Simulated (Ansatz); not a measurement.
# HfTa4F: the cost of one run

Computed with Ansatz 0.2.0 (DFT PBE, scalar-relativistic, plane waves, PAW, unless a step's input says otherwise).

1 further run of the same task is left out (it didn't finish).

## (1) The structure to begin with

It takes space group Pmmm (No. 47, orthorhombic). Conventional cell: a = 3.678 Å, b = 4.092 Å, c = 6.638 Å, α = 90.00°, β = 90.00°, γ = 90.00°. Hf (site symmetry mmm) has 2 Ta at 2.05 Å as nearest neighbours. Ta (site symmetry mmm) is surrounded by 2 Ta at 1.84 Å. Ta (site symmetry mm2) is surrounded by 1 Ta at 2.05 Å and 2 F at 2.41 Å. Ta (site symmetry mmm) is surrounded by 4 Ta at 1.84 to 2.05 Å and 2 Hf at 2.05 Å. F (site symmetry mmm) is surrounded by 4 Ta at 2.41 Å.

As a file:

```xyz
6
Lattice="3.6784 0.0000 0.0000 0.0000 4.0918 0.0000 0.0000 0.0000 6.6383" Properties=species:S:1:pos:R:3 pbc="T T T"
Hf    0.0000    0.0000    3.3192
Ta    1.8392    2.0459    3.3192
Ta    0.0000    2.0459    5.3646
Ta    0.0000    2.0459    1.2738
Ta    0.0000    2.0459    3.3192
F     0.0000    0.0000    0.0000
```

Recipe of the guess: random cell by space group and Wyckoff sites (Pmmm, No. 47). Lengths come from tabulated atomic sizes and are only a guess.

## (2) The guess as it stands, on a coarse mesh

Input file input.yaml:

```yaml
crystal:
  lattice:
    - [3.67840676, 0.0, 0.0]
    - [0.0, 4.09181644, 0.0]
    - [0.0, 0.0, 6.63833712]
  atoms:
    - { symbol: Hf, position: [0.0, 0.0, 0.5] }
    - { symbol: Ta, position: [0.5, 0.5, 0.5] }
    - { symbol: Ta, position: [0.0, 0.5, 0.80811936] }
    - { symbol: Ta, position: [0.0, 0.5, 0.19188064] }
    - { symbol: Ta, position: [0.0, 0.5, 0.5] }
    - { symbol: F, position: [0.0, 0.0, 0.0] }
basis:
  ecutwfc: 420
kpoints:
  mp_grid: { grid: [6, 4, 4] }
hamiltonian:
  xc: pbe
scf:
  occupations: { method: gaussian, width: 0.1 }
  lower_state_search: "off"
output:
  forces: true
  stress: true
  eigenvalues: true
```

Launch:

```bash
> ansatz run input.yaml --threads 1 --pin off --max-ram 2560MiB --backend cpu --events-out ev --progress --plain --runs-dir out
```

Q: Estimate wall time and peak memory on 1 thread of Arm Neoverse V1, shared host.

About 13 s, with a peak of 0.45 GiB.
